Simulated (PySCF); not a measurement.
**Ga₂: bond curves at several levels of theory**

One job finds the state of Ga₂, follows it along the bond with each method and fits the curves.

Program: PySCF 2.14.0. Level of theory: Ga def2-TZVPP, no relativity. These are calculated values, not measurements.

### Step 1. Input

The job is set up so:

```
atoms                         : Ga, Ga
charge                        : 0
basis                         : Ga def2-TZVPP
Hamiltonian                   : no relativity
basis functions               : 96
electrons treated             : 62
masses in u                   : 68.9256, 68.9256
levels                        : PBE0, PBE, r²SCAN, LDA, M06-L, TPSSh, TPSS, HSE06, HF, MP2, SCS-MP2, CCSD, CCSD(T)
grid                          : 80 radial by 434 angular points
occupations                   : held fixed by the projection of orbital angular momentum
dissociation limit            : Ga + Ga, each in its ground configuration
starting distance in angstrom : 2.410
values of 2S to try           : 0, 2
```

Command:

```sh
$ OMP_NUM_THREADS=2 python dia.py task.json out
```

After this run come: First curve: PBE0; Other states along the same grid; PBE (GGA); r²SCAN (meta-GGA); LDA (local density); M06-L (meta-GGA); TPSSh; TPSS; HSE06; UHF (mean field); Correlated methods on the Hartree–Fock reference.

What does the calculation give? Wanted: for each run, Re; ωe; De.

The runs gave:

Lowest PBE0 solution found, without spin–orbit coupling: ³Πu (triplet), unpaired electrons σ ↑, π ↑. State 2 has its PBE0 minimum 0.11 eV higher. State 3 has its PBE0 minimum 0.16 eV higher, as a spin-mixed determinant (⟨S²⟩ = 1.02), so this is no gap between pure states. State 4 has its PBE0 minimum 0.28 eV higher, as a spin-mixed determinant (⟨S²⟩ = 1.01), so this is no gap between pure states. The other levels ran on the lowest alone.

```csv
level,Re (Å),ωe (cm⁻¹),De (eV)
UHF,2.753,168.3,0.74
UHF-MP2,2.636,190.7,1.40
UHF-SCS-MP2,2.646,190.5,1.23
UHF-CCSD,2.666,182.7,1.28
UHF-CCSD(T),2.661,182.8,1.38
LDA,2.647,169.3,1.93
PBE,2.727,156.7,1.59
TPSS,2.699,161.9,1.55
r²SCAN,2.686,165.2,1.63
M06-L,2.723,159.0,1.54
TPSSh,2.690,166.0,1.51
PBE0,2.697,167.7,1.49
HSE06,2.701,166.0,1.51
```

De is counted to Ga + Ga in their ground configurations.

Differences from CCSD(T) in the same basis:

```csv
level,Re (mÅ),ωe (%)
UHF,+92,-7.9
UHF-MP2,-26,+4.3
UHF-SCS-MP2,-16,+4.2
UHF-CCSD,+5,-0.1
LDA,-14,-7.4
PBE,+66,-14.3
TPSS,+38,-11.4
r²SCAN,+24,-9.6
M06-L,+61,-13.0
TPSSh,+28,-9.2
PBE0,+35,-8.3
HSE06,+39,-9.2
```

In words: Judged by CCSD(T) in the same basis: best bond length UHF-CCSD (+5 mÅ), worst UHF (+92 mÅ); best wavenumber UHF-CCSD (-0.1 %), worst PBE (-14.3 %). Among the levels with a De in the table, it runs from 0.74 eV (UHF) to 1.93 eV (LDA).

Correlated steps freeze 18 core orbitals.
